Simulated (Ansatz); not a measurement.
# C4H10BClO2: the cost of one run

Method: DFT PBE+D3(BJ), Gaussian basis def2-SVP, and further levels as typed in the inputs, in Ansatz 0.2.0.

## 1. Starting point

Bond lengths (14 of 17 bonds, heavy atoms first): C1–C2 1.521 Å, C2–O3 1.410 Å, O3–B4 1.474 Å, B4–Cl5 1.845 Å, B4–O6 1.474 Å, O6–C7 1.410 Å, C7–C8 1.521 Å, C1–H9 1.111 Å, C1–H10 1.111 Å, C1–H11 1.111 Å, C2–H12 1.113 Å, C2–H13 1.116 Å, C7–H14 1.113 Å, C7–H15 1.116 Å. Angles (14 of 29 angles, heavy atoms first): C1–C2–O3 109.0°, C2–O3–B4 109.3°, O3–B4–Cl5 119.3°, O3–B4–O6 120.1°, Cl5–B4–O6 119.3°, B4–O6–C7 109.3°, O6–C7–C8 109.0°, C1–C2–H12 107.7°, C1–C2–H13 107.7°, O3–C2–H12 111.1°, O3–C2–H13 111.5°, C2–C1–H9 110.0°, C2–C1–H10 109.8°, C2–C1–H11 110.0°.

As a file:

```xyz
18

C    -3.1757    0.5998   -0.0100
C    -1.8026    0.0240   -0.3220
O    -1.3249   -0.6626    0.8127
B    -0.0384   -1.3046    0.4869
Cl   -0.0288   -3.0360   -0.1514
O     1.2265   -0.6927    0.9331
C     1.8249   -0.0189   -0.1509
C     3.1758    0.5247    0.2897
H    -3.8818   -0.2186    0.2459
H    -3.5642    1.1469   -0.8949
H    -3.1074    1.3034    0.8468
H    -1.1322    0.8721   -0.5884
H    -1.9116   -0.6589   -1.1984
H     1.2028    0.8445   -0.4782
H     1.9999   -0.7052   -1.0139
H     3.6587    1.0615   -0.5541
H     3.0438    1.2307    1.1370
H     3.8352   -0.3098    0.6099
```

## 2. Relaxing the atoms: C4H10BClO2

File input.yaml:

```yaml
relax:
  f_tol: 0.01
  max_steps: 200
crystal:
  periodic: [false, false, false]
  atoms:
    - { symbol: C, position_ang: [-3.175707, 0.599757, -0.009957] }
    - { symbol: C, position_ang: [-1.802563, 0.024003, -0.322006] }
    - { symbol: O, position_ang: [-1.324883, -0.662574, 0.812722] }
    - { symbol: B, position_ang: [-0.038393, -1.304585, 0.486884] }
    - { symbol: Cl, position_ang: [-0.028752, -3.036044, -0.151366] }
    - { symbol: O, position_ang: [1.226498, -0.692738, 0.933089] }
    - { symbol: C, position_ang: [1.824934, -0.018883, -0.15087] }
    - { symbol: C, position_ang: [3.175801, 0.524672, 0.289693] }
    - { symbol: H, position_ang: [-3.881829, -0.218612, 0.24587] }
    - { symbol: H, position_ang: [-3.564222, 1.146877, -0.89488] }
    - { symbol: H, position_ang: [-3.107428, 1.303387, 0.846819] }
    - { symbol: H, position_ang: [-1.132181, 0.872078, -0.588377] }
    - { symbol: H, position_ang: [-1.911616, -0.658944, -1.198388] }
    - { symbol: H, position_ang: [1.202794, 0.84447, -0.478223] }
    - { symbol: H, position_ang: [1.999862, -0.705189, -1.013853] }
    - { symbol: H, position_ang: [3.658689, 1.061489, -0.554119] }
    - { symbol: H, position_ang: [3.043788, 1.230671, 1.137018] }
    - { symbol: H, position_ang: [3.835206, -0.309838, 0.609946] }
basis:
  gaussian: { orbitals: def2-SVP }
hamiltonian:
  xc: pbe
  dispersion: d3bj
```

Run with:

```console
$ ansatz run input.yaml --threads 2 --pin off --max-ram 6144MiB --backend cpu --events-out ev --progress --plain --runs-dir out
```

**Question.** How long does this run take on 2 threads of Arm Neoverse V1, shared host, and how much memory does it need?

About 89 s, with a peak of 0.23 GiB.
